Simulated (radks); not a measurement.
**The first electron to leave Au**

One table from this session's results is given with a row withheld; the runs are named, their logs left out.

Method: scalar-relativistic Kohn-Sham, LDA (Slater exchange, Perdew-Wang correlation), spin-polarised, spherical densities, finite nucleus; open shells are filled with parallel spins first. Code: radks (a radial shooting solver on a logarithmic mesh, Libxc functionals) version 1.

3 further runs of the same task are left out: 3 set aside as unsound or not needed.

**The system**

- element: gold (Z = 79)
- charge: 0
- electrons: 79
- configuration: [Xe] 4f14 5d10 6s1
- nuclear rms radius: 5.4371 fm

Outer shells as boxes (Hund's rule):

Au
```
[Xe] core
4f [↑↓][↑↓][↑↓][↑↓][↑↓][↑↓][↑↓]
5d [↑↓][↑↓][↑↓][↑↓][↑↓]
6s [↑ ]
```

Set-up of the first run:

Settings of this run:

```text
Z 79
configuration [Xe] 4f14 5d10 6s1
relativity scalar-relativistic
functional lda,pw
spin polarised
nucleus finite rms 5.4371 fm
c 137.035999084
```

Steps of the session up to this table: The parent, Au.

One of the session's tables, all rows but one given; the rest of the session is left out.

It belongs to the step «The parent, Au». Sizes of the orbitals, from the radial functions (bohr):

```
  level     <r>  outermost maximum (interpolated)  90 % within  nodes
  4f up  0.4987                             0.375        0.801      0
4f down  0.4987                             0.375        0.801      0
  5p up   1.072                             0.952         1.56      3
5p down   1.071                             0.951         1.56      3
  5d up   1.629                              1.22         2.60      2
5d down       ?                                 ?            ?      ?
  6s up   2.830                              2.32         4.25      5
6s down   2.848                              2.31         4.31      5
```

**Question.** Estimate the row for 5d down.

**Answer.** <r>: 1.612; outermost maximum (interpolated): 1.21; 90 % within: 2.56; nodes: 2. In the column «<r>» it lies between 5p up (1.072) and 5d up (1.629).
